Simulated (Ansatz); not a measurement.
# BClH3NS: the cost of one run

Method: RKS B3LYP-D4/def2-SVP; program: Ansatz 0.2.0.

## 1. The system as given

SMILES `NB(S)Cl`, 7 atoms, charge 0, spin multiplicity 1.

Atoms are counted from 1 here; the program's logs count them from 0.

Bond lengths: N1–B2 1.404 Å, N1–H5 1.020 Å, N1–H6 1.019 Å, B2–S3 1.826 Å, B2–Cl4 1.786 Å, S3–H7 1.363 Å. Angles: B2–N1–H5 121.6°, B2–N1–H6 124.1°, H5–N1–H6 114.4°, N1–B2–S3 125.2°, N1–B2–Cl4 119.1°, S3–B2–Cl4 115.7°, B2–S3–H7 96.7°.

As a file:

```
N    -0.25216    0.91945   -0.18534
B    -0.22059   -0.48281   -0.25745
S     0.88962   -1.56105    0.71185
Cl   -1.33738   -1.32102   -1.37156
H    -0.89780    1.46884   -0.75274
H     0.35058    1.47317    0.42129
H     1.52882   -0.56459    1.38824
```

This geometry comes from a loose relaxation at PBE in a small basis, which is not shown.

## 3. The grid

- dihedral H5–N1–B2–S3: 18 values from −180 to 160 °, periodic
- dihedral N1–B2–S3–H7: 18 values from −180 to 160 °, periodic

Nothing else is relaxed (all other coordinates rigid). Energies count from the relaxed molecule at the same level. Points are written as (first, second).

(The set-up runs are not shown.)

## 4. Point (40°, 160°)

input.yaml reads:

```yaml
crystal:
  periodic: [false, false, false]
  atoms:
    - { symbol: "N", position_ang: [-0.252381, 0.91544, -0.186041] }
    - { symbol: B, position_ang: [-0.220858, -0.478568, -0.257194] }
    - { symbol: S, position_ang: [-0.373008, -1.452675, -1.792993] }
    - { symbol: Cl, position_ang: [-0.017399, -1.417736, 1.24799] }
    - { symbol: H, position_ang: [-0.89257, 1.462069, -0.749857] }
    - { symbol: H, position_ang: [0.3453, 1.465333, 0.417658] }
    - { symbol: H, position_ang: [0.177864, -2.596324, -1.32151] }
basis:
  gaussian: { orbitals: def2-SVP }
hamiltonian:
  xc: { name: B3LYP }
  dispersion: d4
output:
  forces: true
```

On the command line:

```sh
ansatz run input.yaml --threads 1 --pin off --max-ram 2560MiB --backend cpu --events-out ev --progress --plain --runs-dir out
```

Q: Estimate wall time and peak memory on 1 thread of Arm Neoverse V1, shared host.

About 2.8 s, with a peak of 0.14 GiB.
